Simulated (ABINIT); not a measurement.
A run of ABINIT 10.8.3 (patched build):

run.abi

```
pp_dirpath "./"
pseudos "Ta.GGA_PBE-JTH.xml, As.GGA_PBE-JTH.xml"

acell 12.0056399783 12.0056399783 12.0056399783
rprim
    -0.2710189293     0.2710189293     0.9236327625
     0.2710189293    -0.2710189293     0.9236327625
     0.2710189293     0.2710189293    -0.9236327625
ntypat 2
znucl 73 33
natom 4
typat 1 1 2 2
xred
     0.4999673000     0.4999673000     0.0000000000
     0.2499673000     0.7499673000     0.5000000000
     0.0826321200     0.0826321200     0.0000000000
     0.8326321200     0.3326321200     0.5000000000

ecut 517.016339 eV
pawecutdg 38.0
pawxcdev 0

kptopt 1
ngkpt 11 11 11
nshiftk 1
shiftk 0.0 0.0 0.0

ixc -116133

nband 34
occopt 3
tsmear 0.05 eV

nstep 100
tolvrs 1.0e-9

iomode 3
prtwf 0
prtden 0
prteig 0
prtebands 0
enunit 2
```

Potentials or basis: JTH PAW PBE v2.0.

Launch:

```bash
$ abinit run.abi > log 2>&1
```

Hardware: 1 thread of Arm Neoverse V2, with other jobs on the host.

**Question.** How long does it take, and how much memory?

**Answer.** Run time: 12 min on 1 thread of Arm Neoverse V2, with other jobs on the host, peak memory 0.44 GiB. Counts: scf iterations 18, mpi ranks 1, k points 126, bands 34, plane waves 1883.
